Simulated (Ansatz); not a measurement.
Input of an Ansatz 0.2.0 run:

input.yaml

```yaml
crystal:
  lattice:
    - [2.7775881998, 0.0, 0.0]
    - [-1.3887940999, 2.4054619423, 0.0]
    - [0.0, 0.0, 4.808602]
  atoms:
    - { symbol: Ag, position: [0.0, 0.0, 0.5] }
    - { symbol: Rh, position: [0.6666666667, 0.3333333333, 0.0] }
kpoints:
  mp_grid: { grid: [11, 11, 6] }
  band_path:
    path:
      - [0.0, 0.0, 0.0]
      - [0.5, 0.0, 0.0]
      - [0.3333333333, 0.3333333333, 0.0]
      - [0.0, 0.0, 0.0]
      - [0.0, 0.0, 0.5]
      - [0.5, 0.0, 0.5]
      - [0.3333333333, 0.3333333333, 0.5]
      - [0.0, 0.0, 0.5]
    npoints: 12
scf:
  occupations: { method: fermi_dirac, width: 0.05 }
hamiltonian:
  xc: pbesol
  pseudopotentials:
    kind: all_electron
    lapw: { basis_error: 0.001 }
    relativity: none
output:
  forces: true
  stress: true
  eigenvalues: true
```

Potentials or basis: all-electron LAPW, non-relativistic.

The run is started by

```console
$ ansatz run input.yaml --threads 1 --pin off --max-ram 3072MiB --backend cpu --events-out ev --progress --plain --runs-dir out
```

Problem. Predict the pressure.

Solution. -2.5 GPa.

Problem. What does it give for the band gap along the path?

Solution. None (metal or under the smearing width).

Stress tensor (GPa, compression positive):
```
-2.17  0.00  0.00
 0.00 -2.17  0.00
 0.00  0.00 -3.24
```

Caveat: relativity is left out, which matters for the heavier elements.
